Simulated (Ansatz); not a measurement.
# Ru (Ruthenium): the cost of one run

Computed with Ansatz 0.2.0 (DFT, PBE, plane-wave PAW, default files, scalar-relativistic, frozen cores, as far as a step names no other, unless a step's input says otherwise).

1 further run of the same task is left out (it didn't finish).

**1. Starting point**

It takes space group P6_3/mmc (No. 194, hexagonal). The conventional cell has a = 2.706 Å, b = 2.706 Å, c = 4.282 Å, α = 90.00°, β = 90.00°, γ = 120.00°. Around Ru (site symmetry -6m2) lie 12 Ru at 2.65 to 2.71 Å.

Structure file:

```cif
data_structure
_symmetry_space_group_name_H-M 'P6_3/mmc'
_symmetry_Int_Tables_number 194
_cell_length_a 2.7058
_cell_length_b 2.7058
_cell_length_c 4.2819
_cell_angle_alpha 90.000
_cell_angle_beta 90.000
_cell_angle_gamma 120.000
_cell_volume 27.15
loop_
_atom_site_label
_atom_site_type_symbol
_atom_site_symmetry_multiplicity
_atom_site_Wyckoff_symbol
_atom_site_fract_x
_atom_site_fract_y
_atom_site_fract_z
_atom_site_occupancy
Ru1 Ru 2 c 0.33333 0.66667 0.25000 1
```

The earlier run gave: no gap over 0.1 eV on the mesh, largest force 0.000 eV/Å, pressure 4.4 GPa.

The printed gradients, by site:

| site | atoms | first shell | V_zz (10²¹ V/m²) | η | C_Q (MHz) |
| --- | --- | --- | --- | --- | --- |
| Ru | 1, 2 | 12 Ru at 2.65–2.71 Å | -1.10 | 0.00 | -2.10 (⁹⁹Ru) |

V_zz is the principal component of the electric field gradient with the largest magnitude, η = (V_xx − V_yy)/V_zz and C_Q = eQV_zz/h. Q values from Pyykkö, Mol. Phys. 116, 1328 (2018).

**2. Z stretched by +3 %, ions relaxed**

input.yaml

```yaml
crystal:
  lattice:
    - [2.7058, 0.0, 0.0]
    - [-1.3529, 2.3432915376, 0.0]
    - [0.0, 0.0, 4.410357]
  atoms:
    - { symbol: Ru, position: [0.3333333333, 0.6666666667, 0.25] }
    - { symbol: Ru, position: [0.6666666667, 0.3333333333, 0.75] }
kpoints:
  mp_grid: { grid: [20, 20, 11] }
scf:
  occupations: { method: fermi_dirac, width: 0.05 }
hamiltonian:
  xc: pbe
  pseudopotentials: { kind: paw, frozen_core: stored }
output:
  forces: true
  stress: true
  populations: true
  efg: { quadrupole_moments_barn: { Ru: 0.079 } }
  write_density: true
  write_potential: true
  elf: true
  volumetric_format: npy
relax:
  f_tol: 0.02
  max_steps: 60
```

Run with:

```console
> ansatz run input.yaml --threads 1 --pin off --max-ram 3072MiB --backend cpu --events-out ev --progress --plain --runs-dir out
```

What time and memory should one allow on 1 thread of Intel Xeon at 2.50GHz (Skylake/Cascade Lake), shared host?

About 21 s, with a peak of 0.46 GiB.
